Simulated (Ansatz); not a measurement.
Co4Ge:

```
Ge Co
1.0
     1.31250    0.75777    9.86265
    -1.31250    0.75777    9.86265
     0.00000   -1.51554    9.86265
Ge Co
1 4
Direct
  0.00000 0.00000 0.00000
  0.59884 0.59884 0.59884
  0.20032 0.20032 0.20032
  0.79968 0.79968 0.79968
  0.40116 0.40116 0.40116
```

The cell comes from a database or a generator and needn't be the stable form of this composition.

- Program: Ansatz 0.2.0
- Task: single point
- Functional: PBEsol
- Potentials or basis: Ansatz PAW
- Cutoff: 420 eV (not typed: the program's choice for these potentials)
- k mesh: 12 × 12 × 12
- Occupations: fermi-dirac, width 0.05 eV
- Spin: collinear spin, ferromagnetic start
- Starting moments: [0.0, 2.0, 2.0, 2.0, 2.0] μB

On this cell: pressure -8.6 GPa; largest force 0.053 eV/Å; net moment 5.90 μB per cell; site moments Ge -0.03; Co +1.32, +1.78 μB; band gap on the k mesh none (metal or under the smearing width).

The same run follows on a disturbed copy (atoms moved at random, drawn with an rms of 0.05 Å):

```
Ge Co
1.0
     1.31250    0.75777    9.86265
    -1.31250    0.75777    9.86265
     0.00000   -1.51554    9.86265
Ge Co
1 4
Direct
  0.00368 0.97740 0.02064
  0.58978 0.62415 0.58264
  0.19049 0.19975 0.21256
  0.80149 0.79597 0.80257
  0.40624 0.39420 0.40501
```

Task: What changes?

Result: The energy (extrapolated to zero smearing) moves by +2.2 meV/atom; pressure -8.4 GPa; largest force 0.214 eV/Å; net moment 5.91 μB per cell; site moments Ge -0.03; Co +1.34, +1.78, +1.32 μB; band gap on the k mesh none (metal or under the smearing width).

Forces in eV/Å, atoms in the order of the input:
```
Ge  -0.067  0.097 -0.021
Co   0.101 -0.143  0.123
Co  -0.029  0.087 -0.163
Co  -0.007 -0.008  0.114
Co   0.002 -0.031 -0.053
```

Stress tensor (GPa, compression positive):
```
-8.35 -0.42  0.34
-0.42 -9.01 -0.25
 0.34 -0.25 -7.80
```

Caveats: the PAW data sets come from PBE, with cores solved anew for the run's functional, which leaves a small shift of forces and pressure.
